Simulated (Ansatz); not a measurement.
**CH₅ClSSn: a ladder of functionals and wavefunction methods**

The task here is to estimate one member of a computed series from the others.

Computed with Ansatz 0.2.0, Gaussian basis. Level: functionals in def2-TZVPP, the program's frozen cores in correlated methods.

Plan: LDA (SPW92), PBE-D4, revPBE-D4, BLYP-D4, r2SCAN-D4, B97M-V, PBE0-D4, B3LYP-D4, r2SCANh-D4, r2SCAN0-D4, HSE06-D4, BHLYP-D4, CAM-B3LYP-D4, LC-ωPBE, ωB97X-V, ωB97M-V, B2PLYP, PBE-QIDH; CCSD(T)/def2-SVP; CCSD(T)/def2-TZVPP; MP2/def2-QZVPP; extrapolation to the limit; RPA on PBE.

## The geometry

All runs share one geometry, relaxed beforehand with PBE0-D4 in a triple-zeta def2 set. Sn takes the def2 core potential; no spin-orbit term is included.

SMILES `C[S][SnH2][Cl]`, 9 atoms, charge 0, spin multiplicity 1.

Atoms are counted from 1 here; the program's logs count them from 0.

Bond lengths: C1–S2 1.818 Å, C1–H5 1.089 Å, C1–H6 1.090 Å, C1–H7 1.090 Å, S2–Sn3 2.374 Å, Sn3–Cl4 2.340 Å, Sn3–H8 1.698 Å, Sn3–H9 1.704 Å. Angles: S2–C1–H5 111.0°, S2–C1–H6 111.6°, S2–C1–H7 106.2°, H5–C1–H6 110.2°, H5–C1–H7 108.9°, H6–C1–H7 108.8°, C1–S2–Sn3 99.2°, S2–Sn3–Cl4 107.1°, S2–Sn3–H8 109.8°, S2–Sn3–H9 111.6°, Cl4–Sn3–H8 107.8°, Cl4–Sn3–H9 104.1°, H8–Sn3–H9 115.9°.

Set-up of the first run:

in.yaml reads:

```yaml
crystal:
  periodic: [false, false, false]
  atoms:
    - {symbol: C, position_ang: [-0.021298, 1.370980, -0.867942]}
    - {symbol: S, position_ang: [1.368306, 0.253962, -0.511116]}
    - {symbol: Sn, position_ang: [0.266773, -1.276864, 0.931154]}
    - {symbol: Cl, position_ang: [-1.504286, -2.211087, -0.279848]}
    - {symbol: H, position_ang: [-0.840882, 0.834619, -1.344838]}
    - {symbol: H, position_ang: [-0.373289, 1.872919, 0.033190]}
    - {symbol: H, position_ang: [0.360652, 2.120700, -1.560631]}
    - {symbol: H, position_ang: [1.326889, -2.533906, 1.354183]}
    - {symbol: H, position_ang: [-0.494465, -0.477626, 2.228747]}
basis:
  gaussian: {orbitals: def2-TZVPP}
hamiltonian: {xc: lda}
output: {orbitals: {seedname: orbitals}}
```

The run is started by

```bash
$ ansatz run in.yaml --threads 2 --pin off --events-out ev --progress --plain --max-ram 32768MiB --backend cpu
```

Among the steps run: LDA; PBE-D4 (GGA); revPBE-D4 (GGA); BLYP-D4 (GGA); r2SCAN-D4 (meta-GGA); B97M-V (meta-GGA); B3LYP-D4 (hybrid); r2SCANh-D4 (hybrid); r2SCAN0-D4 (hybrid); HSE06-D4 (hybrid); BHLYP-D4 (hybrid); CAM-B3LYP-D4 (range-separated); LC-ωPBE (range-separated); ωB97X-V (range-separated); ωB97M-V (range-separated); B2PLYP (double hybrid); PBE-QIDH (double hybrid).

One table of the session follows, with a row left open; its other results are not shown here.

It belongs to the step «Frontier levels by functional». 

```
  functional  HOMO (eV)  gap (eV)
 LDA (SPW92)      -6.06      3.91
      PBE-D4          ?         ?
   revPBE-D4      -5.92      4.10
     BLYP-D4      -5.81      3.96
   r2SCAN-D4      -6.22      4.56
      B97M-V      -6.33      4.68
     PBE0-D4      -7.17      6.16
    B3LYP-D4      -6.93      5.63
  r2SCANh-D4      -6.67      5.33
  r2SCAN0-D4      -7.34      6.48
    HSE06-D4      -6.77      5.39
    BHLYP-D4      -8.25      8.14
CAM-B3LYP-D4      -8.48      8.44
     LC-ωPBE      -9.87     11.01
     ωB97X-V      -9.52     10.53
     ωB97M-V      -9.35     10.17
```

**Question.** Estimate the row for PBE-D4.

**Answer.** HOMO (eV): -5.96; gap (eV): 4.05. In the column «HOMO (eV)» it lies between LDA (SPW92) (-6.06) and revPBE-D4 (-5.92).
